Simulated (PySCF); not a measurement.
**[Ir4]−: other functionals and bases at one geometry**

How far do other levels of theory move the description of [Ir4]−, and what does each cost? It is a constructed species; whether it can be made isn't addressed.

Computed with PySCF 2.14.0. Level: several levels, as the steps say, no spin–orbit coupling.

4 further runs of the same task are left out: 2 for a known fault of the program, 1 that didn't finish, 1 set aside as unsound or not needed.

### 1 The system as given

4 atoms, charge -1, spin multiplicity 2.

Bond lengths: Ir1–Ir3 2.423 Å, Ir1–Ir4 2.423 Å, Ir2–Ir3 2.423 Å, Ir2–Ir4 2.423 Å. Angles: Ir3–Ir1–Ir4 72.0°, Ir3–Ir2–Ir4 72.0°, Ir1–Ir3–Ir2 67.7°, Ir1–Ir4–Ir2 67.7°.

Coordinates:

```xyz
4

Ir    0.7178    0.9515    0.9525
Ir    0.7041   -0.9552   -0.9591
Ir   -0.7133    1.0097   -1.0019
Ir   -0.7086   -1.0060    1.0084
```

An earlier session relaxed this geometry at TPSS, Ir def2-SVP with ECP60 (doublet, point group C2v).

At TPSS on the finer grid: E = -417.341059 Eh, HOMO 0.32 eV, LUMO 0.63 eV (over both spins), ⟨S²⟩ = 2.443, Mulliken charge on Ir1 -0.26 e, largest force component 0.020 eV/Å. The state is spin-contaminated. The highest filled level lies above zero; it isn't the detachment energy.

Levels to run: wB97X; BP86; revPBE; HF; TPSS, TZVP. Hardware: 4 threads of Arm Neoverse V2, shared host.

### 2 wB97X

The input, run.py (the lines that set the calculation):

```python
mol = gto.M(atom='''
Ir     0.71782     0.95149     0.95254
Ir     0.70412    -0.95520    -0.95906
Ir    -0.71332     1.00973    -1.00187
Ir    -0.70862    -1.00602     1.00839''',
    basis={'Ir': 'def2-SVP'},
    ecp={'Ir': 'def2-SVP'},
    charge=-1, spin=1)
mf = dft.UKS(mol, xc='WB97X')
mf.grids.atom_grid = (75, 302)
mf = mf.density_fit()  # fitting sets: Ir def2-universal-JKFIT
mf.conv_tol = 1e-08; mf.max_cycle = 55
mf.kernel(dm0)  # dm0: the density of the relaxed state
```

Run with:

```bash
OMP_NUM_THREADS=4 python run.py
```

### 3 BP86

run.py (the lines that set the calculation): that of step 2 with these lines changed.

```diff
@@ -8,3 +8,3 @@
     charge=-1, spin=1)
-mf = dft.UKS(mol, xc='WB97X')
+mf = dft.UKS(mol, xc='B88,P86')
 mf.grids.atom_grid = (75, 302)
```

### 4 revPBE

run.py (the lines that set the calculation): that of step 3 with these lines changed.

```diff
@@ -8,3 +8,3 @@
     charge=-1, spin=1)
-mf = dft.UKS(mol, xc='B88,P86')
+mf = dft.UKS(mol, xc='PBE_R,PBE')
 mf.grids.atom_grid = (75, 302)
```

### 5 HF

run.py (the lines that set the calculation): that of step 4 with these lines changed.

```diff
@@ -8,4 +8,3 @@
     charge=-1, spin=1)
-mf = dft.UKS(mol, xc='PBE_R,PBE')
-mf.grids.atom_grid = (75, 302)
+mf = scf.UHF(mol)
 mf = mf.density_fit()  # fitting sets: Ir def2-universal-JKFIT
```

### 6 TPSS, TZVP

Basis: Ir def2-TZVP with ECP60. 

The input, run.py (the lines that set the calculation):

```python
mol = gto.M(atom='''
Ir     0.71782     0.95149     0.95254
Ir     0.70412    -0.95520    -0.95906
Ir    -0.71332     1.00973    -1.00187
Ir    -0.70862    -1.00602     1.00839''',
    basis={'Ir': 'def2-TZVP'},
    ecp={'Ir': 'def2-TZVP'},
    charge=-1, spin=1)
mf = dft.UKS(mol, xc='TPSS')
mf.grids.atom_grid = (75, 302)
mf = mf.density_fit()  # fitting sets: Ir def2-universal-JKFIT
mf.conv_tol = 1e-08; mf.max_cycle = 55
mf.kernel(dm0)  # dm0: free metal ions and neutral atoms
```

What does the calculation give? Wanted: for each run, HOMO; gap; charge on Ir1; dipole; largest force.

**Answer**, as computed:

| level | state | HOMO (eV) | gap (eV) | charge on Ir1 (e) | dipole (D) | largest force (eV/Å) | basis functions | time |
| --- | --- | --- | --- | --- | --- | --- | --- | --- |
| TPSS (relaxed here) | doublet | 0.32 | 0.31 | -0.26 | 0.11 | 0.02 | 128 | 53 s |
| wB97X | doublet | -2.01 | 5.08 | -0.25 | 0.18 | 0.25 | 128 | 20 s |
| BP86 | doublet | 0.10 | 0.26 | -0.25 | 0.12 | 0.18 | 128 | 8.1 s |
| revPBE | doublet | 0.36 | 0.26 | -0.26 | 0.12 | 0.26 | 128 | 7.8 s |
| HF | doublet | -1.30 | 5.55 | -0.26 | 1.35 | 3.74 | 128 | 1.9 min |
| TPSS, TZVP | doublet | 0.30 | 0.30 | -0.25 | 0.14 | 0.35 | 160 | 31 s |

Times are on 4 threads of Arm Neoverse V2, shared host; the first row also made further properties. The dipole of a charged species depends on the origin, so these sizes hold for this origin alone.

In one basis the HOMO–LUMO gap runs from 0.26 eV (BP86) to 5.55 eV (HF). The largest leftover force, 3.74 eV/Å with HF, stands at a geometry relaxed at another level. The Mulliken charge on Ir spans -0.26 to -0.25 e over the levels. Total energies of different levels can't be compared. Spin–orbit coupling is left out throughout.
